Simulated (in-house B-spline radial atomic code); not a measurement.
# Ho⁵⁺: excited configurations

Wanted: excitation energies of Ho⁵⁺ as differences of total energies (ΔSCF).

Program: in-house B-spline radial atomic code version 1. Level of theory: Dirac-Hartree-Fock, average of configuration, Fermi nucleus, basis-set limit. These are calculated values, not measurements, unless marked.

### Step 1. What is computed

- element: holmium (Z = 67)
- charge: +5
- electrons: 62
- configuration: [Kr] 4d10 4f9 5s2 5p5
- Hamiltonian: Dirac-Coulomb
- nucleus: Fermi, rms radius 5.202 fm

The outer shells:

[Kr] 4d10 4f9 5s2 5p5
```
[Kr] core
4d [↑↓][↑↓][↑↓][↑↓][↑↓]
4f [↑↓][↑↓][↑ ][↑ ][↑ ][↑ ][↑ ]
5s [↑↓]
5p [↑↓][↑↓][↑ ]
```

The boxes draw the filling by Hund's rule, which heavy ions in jj coupling don't follow; these runs average over all states of the configuration.

Settings of the run:

```ini
Z = 67
electrons = 62.0
configuration = [Kr] 4d10 4f9 5s2 5p5
hamiltonian = dirac
method = hf
spin_polarised = False
nucleus = fermi
rms_radius = 5.2022
mass_number = 165
atomic_mass = 164.930329116
speed_of_light = 137.035999084
```

From the earlier run of the reference: total energy -12615.704546 hartree. Levels, eight at most:

```
orbital  occupation  energy (eV)  <r> (bohr)
  4p3/2           4      -402.12      0.5572
  4d3/2           4      -260.99      0.5865
  4d5/2           6      -253.26      0.5970
  5s1/2           2      -124.07       1.226
  5p1/2     1.66667      -97.324       1.332
  5p3/2     3.33333      -90.769       1.405
  4f5/2     3.85714      -86.390      0.7155
  4f7/2     5.14286      -85.252      0.7235
```

### Step 2. [Kr] 4d10 4f9 5s2 5p4 5d1

Settings of the run:

```ini
Z = 67
electrons = 62.0
configuration = [Kr] 4d10 4f9 5s2 5p4 5d1
hamiltonian = dirac
method = hf
spin_polarised = False
nucleus = fermi
rms_radius = 5.2022
mass_number = 165
atomic_mass = 164.930329116
speed_of_light = 137.035999084
```

### Step 3. [Kr] 4d9 4f9 5s2 5p6

Changes to the settings of step 2:

```diff
@@ -2,3 +2,3 @@
 electrons = 62.0
-configuration = [Kr] 4d10 4f9 5s2 5p4 5d1
+configuration = [Kr] 4d9 4f9 5s2 5p6
 hamiltonian = dirac
```

### Step 4. Run with [Kr] 4d10 4f9 5s2 5p4 8d1

Changes to the settings of step 3:

```diff
@@ -2,3 +2,3 @@
 electrons = 62.0
-configuration = [Kr] 4d9 4f9 5s2 5p6
+configuration = [Kr] 4d10 4f9 5s2 5p4 8d1
 hamiltonian = dirac
```

### Step 5. Run with [Kr] 4d10 4f8 5s2 5p5 8d1

Changes to the settings of step 4:

```diff
@@ -2,3 +2,3 @@
 electrons = 62.0
-configuration = [Kr] 4d10 4f9 5s2 5p4 8d1
+configuration = [Kr] 4d10 4f8 5s2 5p5 8d1
 hamiltonian = dirac
```

### Step 6. Run with [Kr] 4d10 4f8 5s2 5p5 9p1

Changes to the settings of step 5:

```diff
@@ -2,3 +2,3 @@
 electrons = 62.0
-configuration = [Kr] 4d10 4f8 5s2 5p5 8d1
+configuration = [Kr] 4d10 4f8 5s2 5p5 9p1
 hamiltonian = dirac
```

### Step 7. [Kr] 4d9 4f9 5s2 5p5 9p1

Changes to the settings of step 6:

```diff
@@ -2,3 +2,3 @@
 electrons = 62.0
-configuration = [Kr] 4d10 4f8 5s2 5p5 9p1
+configuration = [Kr] 4d9 4f9 5s2 5p5 9p1
 hamiltonian = dirac
```

**Question.** How far above the reference does each configuration lie (order and size, in eV)?

The runs gave:

| net move | configuration | energy above the reference (eV) | with Breit, QED, recoil (eV) | largest <r> (bohr) |
| --- | --- | --- | --- | --- |
| 5p → 5d | [Kr] 4d10 4f9 5s2 5p4 5d1 | 35.020 | 34.926 | 1.80 |
| 4f → 8d | [Kr] 4d10 4f8 5s2 5p5 8d1 | 67.447 | 67.601 | 8.85 |
| 4f → 9p | [Kr] 4d10 4f8 5s2 5p5 9p1 | 69.163 | 69.319 | 10.6 |
| 5p → 8d | [Kr] 4d10 4f9 5s2 5p4 8d1 | 79.096 | 79.003 | 8.90 |
| 4d → 5p | [Kr] 4d9 4f9 5s2 5p6 | 154.90 | 154.87 | 1.38 |
| 4d → 9p | [Kr] 4d9 4f9 5s2 5p5 9p1 | 238.10 | 237.98 | 10.6 |

Quantum defects of the promoted electron, δ = n − ζ/√(−2ε) with ζ = 6 and ε its orbital energy in hartree:

| promotion | δ |
| --- | --- |
| 4f → 8d | 1.920 |
| 4f → 9p | 2.483 |
| 5p → 8d | 1.900 |
| 4d → 9p | 2.485 |

**Reading.** The lowest of them is 5p → 5d at 35.020 eV and the highest 4d → 9p at 238.10 eV. Koopmans' estimate of the ionisation threshold is 85.252 eV; 2 configurations exceed it by over 2 % and could autoionise. Of those tabulated, the defect is largest for 9p (2.49) and least for 8d (1.90): low angular momentum penetrates the core, high angular momentum stays outside it. Two partly filled shells share a symmetry and can mix in the average, which may lower the energy, for: 4f → 9p; 4d → 9p. These are averages over configurations, without correlation, not spectroscopic levels.
